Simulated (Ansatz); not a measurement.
**Cl3FH2Si (built from SMILES Cl.F[SiH](Cl)Cl): search for a transition state**

Is there a first-order saddle for this four-centre ligand exchange, which should form Si1–Cl7, F2–H6 and break Si1–F2, H6–Cl7, and which two structures does it connect?

The runs use Ansatz 0.2.0, Gaussian basis; PBE0-D4, def2-SVP first, then def2-TZVP.

152 further runs of the same task are left out: 152 set aside as unsound or not needed.

### 1 The starting structure

The guess: 7 atoms, charge 0, spin multiplicity 1.

Atoms are counted from 1 here; the program's logs count them from 0.

Bond lengths: Si1–Cl3 2.042 Å, Si1–Cl4 1.989 Å, Si1–H5 1.439 Å, Si1–Cl7 2.315 Å, H6–Cl7 1.437 Å. Angles: Cl3–Si1–Cl4 105.6°, Cl3–Si1–H5 104.2°, Cl3–Si1–Cl7 94.1°, Cl4–Si1–H5 126.4°, Cl4–Si1–Cl7 110.3°, H5–Si1–Cl7 110.8°, Si1–Cl7–H6 73.4°.

Coordinates:

```mol
Cl3FH2Si
  3D, bonds by distance, orders not assigned

  7  5  0  0  0  0  0  0  0  0999 V2000
   -0.6032    0.1326   -0.0326 Si  0  0
    0.8833   -0.8980    1.1712 F   0  0
   -1.5836    0.9496   -1.6273 Cl  0  0
   -0.5937    1.5443    1.3683 Cl  0  0
   -1.1643   -1.1865    0.0885 H   0  0
    1.6202   -0.6023    0.1470 H   0  0
    1.4413    0.0603   -1.1152 Cl  0  0
  1  3  8  0
  1  4  8  0
  1  5  8  0
  1  7  8  0
  6  7  8  0
M  END
```

Distances that are to change: Si1–Cl7 2.31 Å, F2–H6 1.30 Å, Si1–F2 2.17 Å, H6–Cl7 1.44 Å.

### 2 Constrained relaxation of the guess

hold/in.yaml

```yaml
crystal:
  periodic: [false, false, false]
  atoms:
    - {symbol: Si, position_ang: [-0.603200, 0.132600, -0.032600]}
    - {symbol: F, position_ang: [0.883300, -0.898000, 1.171200]}
    - {symbol: Cl, position_ang: [-1.583600, 0.949600, -1.627300]}
    - {symbol: Cl, position_ang: [-0.593700, 1.544300, 1.368300]}
    - {symbol: H, position_ang: [-1.164300, -1.186500, 0.088500]}
    - {symbol: H, position_ang: [1.620200, -0.602300, 0.147000]}
    - {symbol: Cl, position_ang: [1.441300, 0.060300, -1.115200]}
basis:
  gaussian: {orbitals: def2-SVP}
hamiltonian: {xc: pbe0, dispersion: d4}
relax: {f_tol: 0.04, max_steps: 150, escape_saddle: false, constraints: [{distance: [0, 6]}, {distance: [1, 5]}, {distance: [0, 1]}, {distance: [5, 6]}]}
```

The run is started by

```console
ansatz run in.yaml --threads 4 --pin off --events-out ev --progress --plain --max-ram 9574MiB
```

The runs that follow: A starting Hessian; Saddle search in the small basis; Saddle search in triple zeta; Checking the order of the point; Relaxing after a step of 0.30 Å one way along the mode; Relaxing after a step of 0.30 Å the other way along the mode.

Q: Predict the outcome of this session. Wanted: imaginary mode; barrier from the start side; barrier from the end side; energy of the step; pairs that change; zero-point energy at the saddle.

As calculated:

| quantity | value |
| --- | --- |
| imaginary mode | 578i cm⁻¹ |
| barrier from the start side | 163.6 kJ/mol |
| barrier from the end side | 122.8 kJ/mol |
| energy of the step | +40.8 kJ/mol |
| pairs that change | Si1–Cl7 formed, F2–H6 formed, Si1–F2 broken, H6–Cl7 broken |
| zero-point energy at the saddle | 0.614 eV |

One imaginary mode, 578i cm⁻¹, makes this a first-order saddle. It joins the planned start and end. At PBE0-D4/def2-TZVP the electronic barrier is 163.6 kJ/mol, about 66 kT at 298 K, and the step runs 40.8 kJ/mol uphill. A step off the saddle overshot and began above it in energy, so the link to its end is likely but not proven. Lower complexes than these ends may exist.
